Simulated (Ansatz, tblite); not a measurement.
**The cluster Si5F3: one state, many levels**

Aim: run the doublet of the cluster Si5F3 at one geometry on many levels, and compare frontier levels, spin and run time.

Method: as each input shows; program: Ansatz 0.2.0, Gaussian basis.

The runs, in order: GFN1-xTB, GFN2-xTB, PBE-D4/def2-TZVP, r2SCAN-D4/def2-TZVP, r2SCAN0-D4/def2-TZVP, B97M-V/def2-TZVP, LC-ωPBE(0.10)/def2-SVP, LC-ωPBE(0.15)/def2-SVP, LC-ωPBE(0.20)/def2-SVP, LC-ωPBE(0.30)/def2-SVP, PBE-D4/def2-SVP, PBE0-D4/def2-SVP, HF/6-31G, B3LYP-D4/6-31G, PBE0-D4/def2-TZVPD, PBE-D4/def2-TZVPD, r2SCAN-D4/def2-TZVPD, CCSD(T)/def2-SVP, MP2/def2-TZVP, RPA/def2-TZVP.

2 further runs of the same task are left out: 2 set aside as unsound or not needed. Runs told in other sessions of the task aren't counted.

## Step 1: The geometry

The doublet was relaxed beforehand with B3LYP-D4/def2-SVP. At that level it is the lowest of the isomers that a small search found.

8 atoms, charge 0, spin multiplicity 2.

Bond lengths: Si1–Si2 2.400 Å, Si1–Si3 2.352 Å, Si1–F8 1.631 Å, Si2–Si4 2.400 Å, Si2–Si5 2.452 Å, Si3–Si4 2.352 Å, Si3–Si5 2.401 Å, Si3–F7 1.627 Å, Si4–F6 1.631 Å. Angles: Si2–Si1–Si3 93.4°, Si2–Si1–F8 123.0°, Si3–Si1–F8 121.1°, Si1–Si2–Si4 74.6°, Si1–Si2–Si5 71.6°, Si4–Si2–Si5 71.6°, Si1–Si3–Si4 76.4°, Si1–Si3–Si5 73.3°, Si1–Si3–F7 136.0°, Si4–Si3–Si5 73.3°, Si4–Si3–F7 136.0°, Si5–Si3–F7 135.2°, Si2–Si4–Si3 93.4°, Si2–Si4–F6 123.0°, Si3–Si4–F6 121.1°, Si2–Si5–Si3 90.9°.

PBE0-D4/def2-TZVP was run before; its log isn't repeated, and its numbers join the tables.

## Step 2: GFN1-xTB

Tight binding, by tblite at 300 K electronic temperature and without a spin-polarisation term:

```python
tblite.interface.Calculator('GFN1-xTB', numbers, positions, charge=0, uhf=1).singlepoint()
```

Energy -670.5256 eV; 0.008 s.

## Step 3: GFN2-xTB

Tight binding, by tblite at 300 K electronic temperature and without a spin-polarisation term:

```python
tblite.interface.Calculator('GFN2-xTB', numbers, positions, charge=0, uhf=1).singlepoint()
```

Energy -619.5275 eV; 0.013 s.

## Step 4: PBE-D4/def2-TZVP

start.molden holds the orbitals of an earlier run on this state, given as this run's starting guess.

Contents of in.yaml:

```yaml
crystal:
  periodic: [false, false, false]
  atoms:
    - {symbol: Si, position_ang: [1.049558, -1.272180, -0.118526]}
    - {symbol: Si, position_ang: [1.588700, 0.750226, -1.293701]}
    - {symbol: Si, position_ang: [-0.901916, -0.365551, 0.831494]}
    - {symbol: Si, position_ang: [-0.808577, 0.627559, -1.298723]}
    - {symbol: Si, position_ang: [0.777958, 1.346396, 0.942455]}
    - {symbol: F, position_ang: [-1.761220, 1.895710, -1.680244]}
    - {symbol: F, position_ang: [-2.076236, -0.897343, 1.824828]}
    - {symbol: F, position_ang: [2.131732, -2.084827, 0.792407]}
basis:
  gaussian: {orbitals: def2-TZVP, initial_orbitals: start.molden}
magnetization: {spin_polarized: true, initial_magnetization: 1}
hamiltonian: {xc: pbe, dispersion: d4}
scf: {omitted_lower_state_checks: [starts]}
output: {orbitals: {seedname: orbitals}}
```

On the command line:

```sh
$ ansatz run in.yaml --threads 4 --pin off --events-out ev --progress --plain --max-ram 4787MiB
```

The runs that follow: r2SCAN-D4/def2-TZVP; r2SCAN0-D4/def2-TZVP; B97M-V/def2-TZVP; LC-ωPBE(0.10)/def2-SVP; LC-ωPBE(0.15)/def2-SVP; LC-ωPBE(0.20)/def2-SVP; LC-ωPBE(0.30)/def2-SVP; PBE-D4/def2-SVP; PBE0-D4/def2-SVP; HF/6-31G; B3LYP-D4/6-31G; PBE0-D4/def2-TZVPD; PBE-D4/def2-TZVPD; r2SCAN-D4/def2-TZVPD; CCSD(T)/def2-SVP; MP2/def2-TZVP; RPA/def2-TZVP.

Q: Predict the results of all the runs planned. Wanted: gap in def2-TZVP, named functionals, smallest and largest; gap over the ω; correlation energy, CCSD(T)/def2-SVP; correlation energy, MP2/def2-TZVP; binding an atom, functionals in def2-TZVP; ⟨S²⟩ in def2-TZVP, named functionals, smallest and largest; PBE0 total energy, smallest basis above largest.

The runs gave:

```
                                                  quantity                                   value
 gap in def2-TZVP, named functionals, smallest and largest  0.78 eV (PBE-D4), 2.82 eV (r2SCAN0-D4)
                                   gap over the ω (1/bohr)          3.49 eV at 0.1, 6.05 eV at 0.3
                      correlation energy, CCSD(T)/def2-SVP                               -29.05 eV
                         correlation energy, MP2/def2-TZVP                               -34.87 eV
                 binding an atom, functionals in def2-TZVP   3.79 (r2SCAN0-D4) to 4.06 eV (PBE-D4)
⟨S²⟩ in def2-TZVP, named functionals, smallest and largest                            0.765, 0.823
           PBE0 total energy, smallest basis above largest         24.59 eV (def2-SVP, def2-TZVPD)
```

What this shows: Orbital gaps of the named functionals in def2-TZVP span 0.78 eV (PBE-D4) to 2.82 eV (r2SCAN0-D4); exact exchange widens it. Raising the ω (1/bohr) from 0.1 to 0.3 moves the HOMO by -1.37 eV and the LUMO by +1.19 eV. Over the named functionals in def2-TZVP spin contamination reaches 0.07 (r2SCAN0-D4), which is small. Notes on CCSD(T)/def2-SVP: spin contamination.
